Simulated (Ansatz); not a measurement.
**FGeH4Sn radical: up Jacob's ladder to CCSD(T)**

An exercise on one series of results from a longer session: the logs are not shown, and one member is left open.

Computed with Ansatz 0.2.0, Gaussian basis. Level: functionals in def2-TZVPP, the program's frozen cores in correlated methods.

The runs, in order: LDA (SPW92), PBE-D4, revPBE-D4, BLYP-D4, r2SCAN-D4, B97M-V, PBE0-D4, B3LYP-D4, r2SCANh-D4, r2SCAN0-D4, HSE06-D4, BHLYP-D4, CAM-B3LYP-D4, LC-ωPBE, ωB97X-V, ωB97M-V, B2PLYP, PBE-QIDH; CCSD(T)/def2-SVP; CCSD(T)/def2-TZVPP; MP2/def2-QZVPP; extrapolation to the limit; RPA on PBE.

### Structure used throughout

The geometry comes from an earlier relaxation with PBE0-D4 in a triple-zeta def2 set; it is a stationary point, not always the lowest conformer. Sn takes the def2 core potential; no spin-orbit term is included.

7 atoms, charge 0, spin multiplicity 2.

Atoms are counted from 1 here; the program's logs count them from 0.

Bond lengths: F1–Sn2 1.940 Å, Sn2–Ge3 2.639 Å, Sn2–H4 1.733 Å, Ge3–H5 1.537 Å, Ge3–H6 1.534 Å, Ge3–H7 1.537 Å. Angles: F1–Sn2–Ge3 103.1°, F1–Sn2–H4 101.5°, Ge3–Sn2–H4 115.0°, Sn2–Ge3–H5 110.4°, Sn2–Ge3–H6 108.6°, Sn2–Ge3–H7 108.4°, H5–Ge3–H6 110.0°, H5–Ge3–H7 109.8°, H6–Ge3–H7 109.5°.

Set-up of the first run:

File in.yaml:

```yaml
crystal:
  periodic: [false, false, false]
  atoms:
    - {symbol: F, position_ang: [-2.176524, -1.368623, 0.532056]}
    - {symbol: Sn, position_ang: [-0.240023, -1.485161, 0.506042]}
    - {symbol: Ge, position_ang: [0.500969, 0.994758, -0.007749]}
    - {symbol: H, position_ang: [0.021853, -2.610504, -0.786076]}
    - {symbol: H, position_ang: [-0.149355, 1.488782, -1.310235]}
    - {symbol: H, position_ang: [0.072620, 1.886163, 1.164600]}
    - {symbol: H, position_ang: [2.031661, 1.026585, -0.144339]}
basis:
  gaussian: {orbitals: def2-TZVPP}
magnetization: {spin_polarized: true, initial_magnetization: 1}
hamiltonian: {xc: lda}
output: {orbitals: {seedname: orbitals}}
```

Among the steps run: LDA; PBE-D4 (GGA); revPBE-D4 (GGA); BLYP-D4 (GGA); r2SCAN-D4 (meta-GGA); B97M-V (meta-GGA); PBE0-D4 (hybrid); B3LYP-D4 (hybrid); r2SCANh-D4 (hybrid); r2SCAN0-D4 (hybrid); HSE06-D4 (hybrid); BHLYP-D4 (hybrid); CAM-B3LYP-D4 (range-separated); LC-ωPBE-D4 (range-separated; the results give it without D4); ωB97X-V (range-separated); ωB97M-V (range-separated); B2PLYP (double hybrid); PBE-QIDH (double hybrid).

One of the session's tables, all rows but one given; the rest of the session is left out.

It belongs to the step «Orbital energies across the functionals». 

```
  functional  HOMO (eV)  LUMO (eV)  gap (eV)
 LDA (SPW92)      -5.36      -4.66      0.69
      PBE-D4      -5.28      -4.34      0.95
   revPBE-D4          ?          ?         ?
     BLYP-D4      -5.11      -4.36      0.75
   r2SCAN-D4      -5.65      -4.06      1.59
      B97M-V      -5.47      -4.50      0.97
     PBE0-D4      -6.32      -3.53      2.79
    B3LYP-D4      -6.09      -3.90      2.18
  r2SCANh-D4      -6.03      -3.77      2.26
  r2SCAN0-D4      -6.60      -3.34      3.26
    HSE06-D4      -5.94      -3.90      2.04
    BHLYP-D4      -7.18      -2.81      4.37
CAM-B3LYP-D4      -7.47      -2.68      4.79
     LC-ωPBE      -8.78      -1.34      7.44
     ωB97X-V      -8.34      -1.71      6.63
     ωB97M-V      -8.25      -1.84      6.41
```

Q: Estimate the row for revPBE-D4 from the others.

The run gave: HOMO (eV): -5.25; LUMO (eV): -4.21; gap (eV): 1.04. In the column «HOMO (eV)» it lies between PBE-D4 (-5.28) and BLYP-D4 (-5.11).
